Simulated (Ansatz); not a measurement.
# C₃H₃F₅: how energies converge with the basis set

Aim: see how fast density functionals converge with the basis set for C₃H₃F₅.

The runs use Ansatz 0.2.0, Gaussian basis; one geometry, several basis sets.

Plan: PBE0-D4/def2-SVP; ωB97M-V/def2-SVP; PBE0-D4/def2-QZVPP; ωB97M-V/def2-QZVPP; the functionals' def2-TZVPP values are taken from earlier runs.

**1. Structure used throughout**

The geometry comes from an earlier relaxation with PBE0-D4 in a triple-zeta def2 set; it is a stationary point, not always the lowest conformer.

SMILES `FC(F)CC(F)(F)F`, 11 atoms, charge 0, spin multiplicity 1.

Atoms are counted from 1 here; the program's logs count them from 0.

Bond lengths: F1–C2 1.357 Å, C2–F3 1.353 Å, C2–C4 1.510 Å, C2–H9 1.094 Å, C4–C5 1.508 Å, C4–H10 1.091 Å, C4–H11 1.091 Å, C5–F6 1.342 Å, C5–F7 1.338 Å, C5–F8 1.333 Å. Angles: F1–C2–F3 107.5°, F1–C2–C4 108.5°, F1–C2–H9 108.2°, F3–C2–C4 110.7°, F3–C2–H9 108.2°, C4–C2–H9 113.7°, C2–C4–C5 113.9°, C2–C4–H10 109.2°, C2–C4–H11 108.5°, C5–C4–H10 108.9°, C5–C4–H11 107.4°, H10–C4–H11 108.8°, C4–C5–F6 111.3°, C4–C5–F7 110.4°, C4–C5–F8 112.7°, F6–C5–F7 107.3°, F6–C5–F8 107.3°, F7–C5–F8 107.5°.

**2. PBE0-D4 in def2-SVP**

Input file in.yaml:

```yaml
crystal:
  periodic: [false, false, false]
  atoms:
    - {symbol: F, position_ang: [-1.473643, -0.023206, -1.897242]}
    - {symbol: C, position_ang: [-1.035855, 0.340938, -0.665889]}
    - {symbol: F, position_ang: [-2.022969, 0.060174, 0.215045]}
    - {symbol: C, position_ang: [0.207665, -0.454420, -0.346135]}
    - {symbol: C, position_ang: [0.922016, 0.002122, 0.900629]}
    - {symbol: F, position_ang: [1.239101, 1.304673, 0.831345]}
    - {symbol: F, position_ang: [2.063224, -0.677916, 1.059084]}
    - {symbol: F, position_ang: [0.194612, -0.171700, 2.004538]}
    - {symbol: H, position_ang: [-0.876732, 1.423242, -0.666400]}
    - {symbol: H, position_ang: [-0.058000, -1.507021, -0.236110]}
    - {symbol: H, position_ang: [0.905984, -0.353888, -1.178266]}
basis:
  gaussian: {orbitals: def2-SVP}
hamiltonian: {xc: pbe0, dispersion: d4}
output: {orbitals: {seedname: orbitals}}
```

The run is started by

```
ansatz run in.yaml --threads 4 --pin off --events-out ev --progress --plain --max-ram 11315MiB
```

After this run come: ωB97M-V in def2-SVP; PBE0-D4 in def2-QZVPP; ωB97M-V in def2-QZVPP.

Q: Predict the results of all the runs planned. Wanted: PBE0-D4: double and triple zeta above quadruple; ωB97M-V: double and triple zeta above quadruple.

**Answer**, as computed:

| quantity | value |
| --- | --- |
| PBE0-D4: double and triple zeta above quadruple | 20.87, 0.84 eV |
| ωB97M-V: double and triple zeta above quadruple | 21.28, 0.80 eV |

What this shows: For PBE0-D4 the step from double to triple zeta gains 20.03 eV and the next only 0.84 eV. These are total energies; as a rule much of such shifts cancels in differences, which this series doesn't test. The LUMO of ωB97M-V is positive and keeps falling with the basis (3.68 to 2.05 eV): an unbound level that the basis holds in place.
